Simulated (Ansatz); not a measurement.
# C₂H₅NSi: basis-set convergence

Aim: see how fast density functionals converge with the basis set for C₂H₅NSi.

The runs use Ansatz 0.2.0, Gaussian basis; one geometry, several basis sets.

Plan: PBE0-D4/def2-SVP; ωB97M-V/def2-SVP; PBE0-D4/def2-QZVPP; ωB97M-V/def2-QZVPP; the functionals' def2-TZVPP values are taken from earlier runs.

**1. The relaxed structure**

All runs share one geometry, relaxed beforehand with PBE0-D4 in a triple-zeta def2 set.

SMILES `C1=N[SiH2]C1`, 9 atoms, charge 0, spin multiplicity 1.

Atoms are counted from 1 here; the program's logs count them from 0.

Bond lengths: C1–N2 1.282 Å, C1–C4 1.518 Å, C1–H5 1.098 Å, N2–Si3 1.783 Å, Si3–C4 1.888 Å, Si3–H6 1.486 Å, Si3–H7 1.486 Å, C4–H8 1.092 Å, C4–H9 1.092 Å. Angles: N2–C1–C4 113.2°, N2–C1–H5 122.5°, C4–C1–H5 124.2°, C1–N2–Si3 88.9°, N2–Si3–C4 79.2°, N2–Si3–H6 115.0°, N2–Si3–H7 115.0°, C4–Si3–H6 118.0°, C4–Si3–H7 118.0°, H6–Si3–H7 109.1°, C1–C4–Si3 78.6°, C1–C4–H8 114.1°, C1–C4–H9 114.1°, Si3–C4–H8 119.1°, Si3–C4–H9 119.1°, H8–C4–H9 108.9°.

As a file:

```
C     0.24688   -0.88784   -0.75770
N     0.68718    0.16056   -1.35079
Si    0.15370    1.13337    0.04513
C    -0.36806   -0.59466    0.59937
H     0.31612   -1.88984   -1.20128
H    -0.91486    2.12332   -0.25044
H     1.24640    1.80548    0.79573
H    -1.43183   -0.83195    0.66682
H     0.15286   -1.06475    1.43606
```

**2. PBE0-D4 in def2-SVP**

Input file in.yaml:

```yaml
crystal:
  periodic: [false, false, false]
  atoms:
    - {symbol: C, position_ang: [0.246881, -0.887841, -0.757705]}
    - {symbol: N, position_ang: [0.687179, 0.160561, -1.350787]}
    - {symbol: Si, position_ang: [0.153696, 1.133373, 0.045132]}
    - {symbol: C, position_ang: [-0.368058, -0.594658, 0.599368]}
    - {symbol: H, position_ang: [0.316120, -1.889838, -1.201284]}
    - {symbol: H, position_ang: [-0.914856, 2.123323, -0.250437]}
    - {symbol: H, position_ang: [1.246403, 1.805481, 0.795734]}
    - {symbol: H, position_ang: [-1.431826, -0.831949, 0.666818]}
    - {symbol: H, position_ang: [0.152862, -1.064753, 1.436062]}
basis:
  gaussian: {orbitals: def2-SVP}
hamiltonian: {xc: pbe0, dispersion: d4}
output: {orbitals: {seedname: orbitals}}
```

Started as:

```
$ ansatz run in.yaml --threads 2 --pin off --events-out ev --progress --plain --max-ram 4352MiB
```

Log:

```text
Functional definition: PBE0
  name "PBE0"
  cite "Adamo & Barone, J. Chem. Phys. 110, 6158 (1999) doi:10.1063/1.478522"
  cite "Perdew, Burke & Ernzerhof, Phys. Rev. Lett. 77, 3865 (1996) doi:10.1103/PhysRevLett.77.3865"
  parent pbe
  parameter a = 0.25
  parameter kappa = 0.804
  parameter beta = 0.06672455060314922
  exchange = (1 - a)*pbe_x(kappa = kappa, mu = beta*pi^2/3) + a*exact_x
  correlation = pbe_c(beta = beta)
974 factors; their error is unknown
mean field evaluation 1: about -11503.6039 eV, gradient 4.8e1 eV
mean field evaluation 2: about -11499.2517 eV, gradient 6.3e1 eV
mean field evaluation 4: about -11509.0783 eV, gradient 4.5e0 eV
mean field evaluation 8: about -11509.1268 eV, gradient 3.1e-2 eV
mean field evaluation 16: about -11509.1661 eV, gradient 5.9e-5 eV
mean field -11509.16610501 eV, -422.9540531661 hartree, gradient 5.9e-5 eV, S^2 0.000000; 0 other end points of the search recorded, 0 dependent functions left out
reference -11509.16612952 eV, -422.9540540667 hartree; 19, 19 occupied and 66, 66 virtual orbitals, 974 factors
Total energy: -11509.31159206 eV, -422.9593997167 hartree
```

Wall time 1.1 s (2 threads of Arm Neoverse V1, shared host).

**3. ωB97M-V in def2-SVP**

Changes to in.yaml since step 2:

```diff
@@ -14,3 +14,3 @@
   gaussian: {orbitals: def2-SVP}
-hamiltonian: {xc: pbe0, dispersion: d4}
+hamiltonian: {xc: {name: wB97M-V}}
 output: {orbitals: {seedname: orbitals}}
```

Same command.

Log (excerpt; [...] marks lines left out):

```text
Functional definition: wB97M-V
  name "wB97M-V"
  cite "Mardirossian & Head-Gordon, J. Chem. Phys. 144, 214110 (2016) doi:10.1063/1.4952647"
  cite "Becke, J. Chem. Phys. 107, 8554 (1997) doi:10.1063/1.475007"
  cite "Vydrov & Van Voorhis, J. Chem. Phys. 133, 244103 (2010) doi:10.1063/1.3521275"
  # Of w^i u^j: cxij and so on, Table III.
[...]
  gx(w, u) = 1 - cx + cx01*u + cx10*w
  gss(w, u) = css00 + css04*u^4 + css10*w + css20*w^2 + css43*w^4*u^3
  gos(w, u) = cos00 + cos10*w + (cos20 + cos21*u)*w^2 + (cos60 + cos61*u)*w^6
[...]
      + integral(e_c_pw_mod_opposite_spin*gos(b97_w_opposite, b97_u_opposite)) + vv10(b, c)
974 factors; their error is unknown
262 factors; integrals over basis functions are off by at most 7.2e-6 eV
[...]
mean field -11514.56061510 eV, -423.1522977554 hartree, gradient 4.4e-5 eV, S^2 0.000000; 0 other end points of the search recorded, 0 dependent functions left out
reference -11514.56065317 eV, -423.1522991545 hartree; 19, 19 occupied and 66, 66 virtual orbitals, 974 factors
Total energy: -11514.56065317 eV, -423.1522991545 hartree
```

Wall time 4.8 s (2 threads of Arm Neoverse V1, shared host).

**4. PBE0-D4 in def2-QZVPP**

Changes to in.yaml since step 3:

```diff
@@ -13,4 +13,4 @@
 basis:
-  gaussian: {orbitals: def2-SVP}
-hamiltonian: {xc: {name: wB97M-V}}
+  gaussian: {orbitals: "def2-QZVPP.json"}
+hamiltonian: {xc: pbe0, dispersion: d4}
 output: {orbitals: {seedname: orbitals}}
```

Same command.

Log:

```text
Functional definition: PBE0
  name "PBE0"
  cite "Adamo & Barone, J. Chem. Phys. 110, 6158 (1999) doi:10.1063/1.478522"
  cite "Perdew, Burke & Ernzerhof, Phys. Rev. Lett. 77, 3865 (1996) doi:10.1103/PhysRevLett.77.3865"
  parent pbe
  parameter a = 0.25
  parameter kappa = 0.804
  parameter beta = 0.06672455060314922
  exchange = (1 - a)*pbe_x(kappa = kappa, mu = beta*pi^2/3) + a*exact_x
  correlation = pbe_c(beta = beta)
1208 factors; their error is unknown
mean field evaluation 1: about -11508.2810 eV, gradient 6.1e1 eV
mean field evaluation 2: about -11499.4462 eV, gradient 8.4e1 eV
mean field evaluation 4: about -11516.4181 eV, gradient 8.7e0 eV
mean field evaluation 8: about -11516.5857 eV, gradient 2.7e-1 eV
mean field evaluation 16: about -11516.5858 eV, gradient 1.7e-5 eV
mean field -11516.58581477 eV, -423.2267224707 hartree, gradient 1.7e-5 eV, S^2 0.000000; 0 other end points of the search recorded, 0 dependent functions left out
reference -11516.58585267 eV, -423.2267238634 hartree; 19, 19 occupied and 372, 372 virtual orbitals, 1208 factors
Total energy: -11516.73131522 eV, -423.2320695135 hartree
```

Wall time 8 s (2 threads of Arm Neoverse V1, shared host); peak memory 1 GiB.

**5. ωB97M-V in def2-QZVPP**

Changes to in.yaml since step 4:

```diff
@@ -14,3 +14,3 @@
   gaussian: {orbitals: "def2-QZVPP.json"}
-hamiltonian: {xc: pbe0, dispersion: d4}
+hamiltonian: {xc: {name: wB97M-V}}
 output: {orbitals: {seedname: orbitals}}
```

Launched as before.

Log (excerpt; [...] marks lines left out):

```text
Functional definition: wB97M-V
  name "wB97M-V"
  cite "Mardirossian & Head-Gordon, J. Chem. Phys. 144, 214110 (2016) doi:10.1063/1.4952647"
  cite "Becke, J. Chem. Phys. 107, 8554 (1997) doi:10.1063/1.475007"
  cite "Vydrov & Van Voorhis, J. Chem. Phys. 133, 244103 (2010) doi:10.1063/1.3521275"
  # Of w^i u^j: cxij and so on, Table III.
[...]
  gx(w, u) = 1 - cx + cx01*u + cx10*w
  gss(w, u) = css00 + css04*u^4 + css10*w + css20*w^2 + css43*w^4*u^3
  gos(w, u) = cos00 + cos10*w + (cos20 + cos21*u)*w^2 + (cos60 + cos61*u)*w^6
[...]
      + integral(e_c_pw_mod_opposite_spin*gos(b97_w_opposite, b97_u_opposite)) + vv10(b, c)
1188 factors; their error is unknown
313 factors; integrals over basis functions are off by at most 9.5e-6 eV
[...]
mean field -11522.14471974 eV, -423.4310084602 hartree, gradient 1.6e-5 eV, S^2 0.000000; 0 other end points of the search recorded, 0 dependent functions left out
reference -11522.14478095 eV, -423.4310107096 hartree; 19, 19 occupied and 372, 372 virtual orbitals, 1188 factors
Total energy: -11522.14478095 eV, -423.4310107096 hartree
```

Run time: 21 s. Hardware: 2 threads of Arm Neoverse V1, shared host; peak memory 1.2 GiB.

**6. Functionals by basis**

The def2-TZVPP values come from earlier runs at the same geometry.

| functional | basis | functions | energy (eV) | from the largest (eV) | HOMO (eV) | LUMO (eV) |
| --- | --- | --- | --- | --- | --- | --- |
| PBE0-D4 | def2-SVP | 85 | -11509.3116 | 7.420 | -7.18 | -0.39 |
| PBE0-D4 | def2-TZVPP | 205 | -11516.2528 | 0.478 | -7.30 | -0.54 |
| PBE0-D4 | def2-QZVPP | 391 | -11516.7313 | 0.000 | -7.33 | -0.59 |
| ωB97M-V | def2-SVP | 85 | -11514.5607 | 7.584 | -9.52 | 1.96 |
| ωB97M-V | def2-TZVPP | 205 | -11521.6998 | 0.445 | -9.66 | 1.71 |
| ωB97M-V | def2-QZVPP | 391 | -11522.1448 | 0.000 | -9.68 | 1.31 |

**7. Summary of results**

```
                                       quantity          value
PBE0-D4: double and triple zeta above quadruple  7.42, 0.48 eV
ωB97M-V: double and triple zeta above quadruple  7.58, 0.45 eV
```

For PBE0-D4 the step from double to triple zeta gains 6.94 eV and the next only 0.48 eV. These are total energies; as a rule much of such shifts cancels in differences, which this series doesn't test. The LUMO of ωB97M-V is positive and keeps falling with the basis (1.96 to 1.31 eV): an unbound level that the basis holds in place.

For PBE0-D4 the largest set took about 7 times as long as the smallest (8 s against 1.1 s).
